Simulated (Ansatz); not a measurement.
# Hf4Ge2W: the cost of one run

Method: DFT PBE, scalar-relativistic, plane waves, PAW, unless a step names another level, in Ansatz 0.2.0.

9 further runs of the same task are left out: 1 that didn't finish, 8 set aside as unsound or not needed.

### Step 1. Plan

Pauling electronegativities: Hf 1.30, Ge 2.01, W 2.36 (spread 1.06). No set of common oxidation states balances it. Tabulated atomic sizes suggest about 18 Å³/atom. 24 candidates were drawn, by swapping species into database cells of other compounds, at random by space group and Wyckoff sites, or by hand, as the table says:

| name | made from | space group no. | Wyckoff sites | atoms (primitive cell) | V (Å³/atom) |
| --- | --- | --- | --- | --- | --- |
| c01 | database cell of SrCu4As2 | 166 | Hf 6c, 6c; Ge 6c; W 3a | 7 | 17.5 |
| c02 | random | 191 | Hf 3f, 1b; Ge 2d; W 1a | 7 | 18.9 |
| c03 | database cell of Ni2Sn4Au | 166 | Hf 6c, 6c; Ge 6c; W 3b | 7 | 17.4 |
| c04 | random | 191 | Hf 3g, 1b; Ge 2e; W 1a | 7 | 22.5 |
| c05 | database cell of K2MgH4 | 139 | Hf 4c, 4e; Ge 4e; W 2a | 7 | 17.4 |
| c06 | built by hand: V4SiSb2 (Ti4MnBi2-like) | 140 | Hf 16k; Ge 8h; W 4a | 14 | 18.3 |
| c07 | random | 191 | Hf 3f, 1a; Ge 2e; W 1b | 7 | 22.8 |
| c08 | database cell of BaP4Pd2 | 139 | Hf 8j; Ge 4d; W 2a | 7 | 18.3 |
| c09 | database cell of LiMg4Si2 | 123 | Hf 4i; Ge 1a, 1d; W 1c | 7 | 23.8 |
| c10 | random | 191 | Hf 2d, 2e; Ge 2c; W 1a | 7 | 23.6 |
| c11 | built by hand: anti-GeSb2Te4 | 166 | Hf 6c, 6c; Ge 6c; W 3a | 7 | 18.3 |
| c12 | database cell of Cu2HgI4 | 111 | Hf 4n; Ge 2f; W 1a | 7 | 19.2 |
| c13 | random | 139 | Hf 8f; Ge 4e; W 2b | 7 | 23.1 |
| c14 | random | 139 | Hf 8j; Ge 4e; W 2a | 7 | 19.9 |
| c15 | random | 187 | Hf 1e, 1c, 2g; Ge 2i; W 1b | 7 | 19.1 |
| c16 | database cell of YTi2Ga4 | 139 | Hf 8h; Ge 4d; W 2a | 7 | 18.7 |
| c17 | built by hand: segregated bcc slabs with W bilayer | 129 | Hf 2c, 2c, 2c, 2c; Ge 2c, 2c; W 2c | 14 | 18.3 |
| c18 | built by hand: seven-layer ordered bcc | 139 | Hf 4e, 4e; Ge 4e; W 2a | 7 | 18.3 |
| c19 | random | 99 | Hf 4d; Ge 2c; W 1a | 7 | 22.7 |
| c20 | random | 99 | Hf 1a, 2c, 1a; Ge 2c; W 1b | 7 | 21.3 |
| c21 | random | 191 | Hf 4h; Ge 2e; W 1b | 7 | 21.1 |
| c22 | random | 123 | Hf 4i; Ge 1c, 1d; W 1b | 7 | 21.1 |
| c23 | database cell of Li2MnBr4 | 139 | Hf 4e, 4c; Ge 4d; W 2b | 7 | 18.6 |
| c24 | built by hand: W5Si3-derived, W on 4b | 140 | Hf 16k; Ge 8h; W 4b | 14 | 18.3 |

### Step 2. Screening run of c06

The input, input.yaml:

```yaml
crystal:
  lattice:
    - [-5.075, 5.075, 2.485]
    - [5.075, -5.075, 2.485]
    - [5.075, 5.075, -2.485]
  atoms:
    - { symbol: Hf, position: [0.085, 0.225, 0.31] }
    - { symbol: Hf, position: [0.725, 0.585, 0.31] }
    - { symbol: Hf, position: [0.275, 0.415, 0.69] }
    - { symbol: Hf, position: [0.915, 0.775, 0.69] }
    - { symbol: Hf, position: [0.585, 0.275, 0.86] }
    - { symbol: Hf, position: [0.225, 0.915, 0.14] }
    - { symbol: Hf, position: [0.775, 0.085, 0.86] }
    - { symbol: Hf, position: [0.415, 0.725, 0.14] }
    - { symbol: Ge, position: [0.86, 0.36, 0.22] }
    - { symbol: Ge, position: [0.14, 0.64, 0.78] }
    - { symbol: Ge, position: [0.36, 0.14, 0.5] }
    - { symbol: Ge, position: [0.64, 0.86, 0.5] }
    - { symbol: W, position: [0.25, 0.25, 0.0] }
    - { symbol: W, position: [0.75, 0.75, 0.0] }
basis:
  ecutwfc: 420
kpoints:
  mp_grid: { grid: [4, 4, 4] }
hamiltonian:
  xc: pbe
scf:
  occupations: { method: gaussian, width: 0.2 }
  lower_state_search: "off"
output:
  forces: true
  stress: true
  eigenvalues: true
relax:
  adjacent_minimum: "off"
  f_tol: 0.08
  max_steps: 16
  cell: { stress_tol: 0.8 }
```

On the command line:

```
$ ansatz run input.yaml --threads 1 --pin off --max-ram 2560MiB --backend cpu --events-out ev --progress --plain --runs-dir out
```

Q: Estimate wall time and peak memory on 1 thread of Intel Xeon at 2.70GHz, shared host.

About 4.8 min, with a peak of 1 GiB.
